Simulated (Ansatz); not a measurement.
# GeH2S: the cost of one run

All numbers are computed with the Python package of Ansatz 0.2.0. Level of theory: PBE0+D4/def2-TZVP.

### 1 The structure

Bond lengths: S1–Ge2 2.261 Å, S1–H3 1.324 Å, Ge2–H4 1.604 Å. Angles: S1–Ge2–H4 108.8°, Ge2–S1–H3 91.4°.

No structure file is read: the coordinates are typed or built in the script.

### 2 The script

File pa_geh2s.py:

```python
import ansatz as az
import numpy as np

BASIS = "def2-TZVP"
XC = "pbe0"
DISPERSION = "d4"
NET_CHARGE = 1
FMAX = 0.01

geometry_ang = [
    ("S", [-0.5434, -1.1505, 0.5933]),
    ("Ge", [-0.5614, 0.5903, -0.8496]),
    ("H", [0.774, -1.2484, 0.5086]),
    ("H", [0.3863, 1.7484, -0.2725]),
]
molecule = az.Crystal.molecule()
for symbol, xyz in geometry_ang:
    molecule = molecule.atom(symbol, xyz)

calc = (
    molecule.calculation()
    .basis(gaussian=BASIS)
    .functional(XC, dispersion=DISPERSION)
)
symbols = [site.symbol for site in molecule.cartesian_sites]
start = np.array([site.position_ang for site in molecule.cartesian_sites], dtype=float)
rep = calc.relax(force_tolerance=0.01).run(threads=1, backend="cpu").report
end = np.array(rep["positions_ang"])

away = sum((end[0] - end[j]) / np.linalg.norm(end[0] - end[j]) for j in [1, 2]) + np.array([0.15, 0.1, -0.2])
proton = end[0] + 1.4 * away / np.linalg.norm(away)
acid = az.Crystal.molecule()
for symbol, place in zip(symbols, end):
    acid = acid.atom(symbol, place.tolist())
acid = acid.atom("H", proton.tolist())
protonated = acid.calculation()
protonated = protonated.basis(gaussian=BASIS)
protonated = protonated.functional(XC, dispersion=DISPERSION)
protonated = protonated.charge(NET_CHARGE)
protonated = protonated.relax(force_tolerance=FMAX, max_steps=80)
after = protonated.run(threads=1, backend="cpu").report
xyz = np.array(after["positions_ang"])
reach = np.linalg.norm(xyz[:-1] - xyz[-1], axis=1)
print(f"base {rep['free_energy_ev']:.5f} eV, protonated {after['free_energy_ev']:.5f} eV")
print(f"the proton ends {reach.min():.3f} A from {symbols[reach.argmin()]}{reach.argmin()}")
print(f"electronic proton affinity {96.485332 * (rep['free_energy_ev'] - after['free_energy_ev']):.1f} kJ/mol")
```

### 3 The run

Started as:

```
$ python pa_geh2s.py
```

Q: Estimate wall time and peak memory on 1 thread of Intel Xeon Platinum 8488C (Sapphire Rapids), shared host.

About 32 s, with a peak of 0.27 GiB.
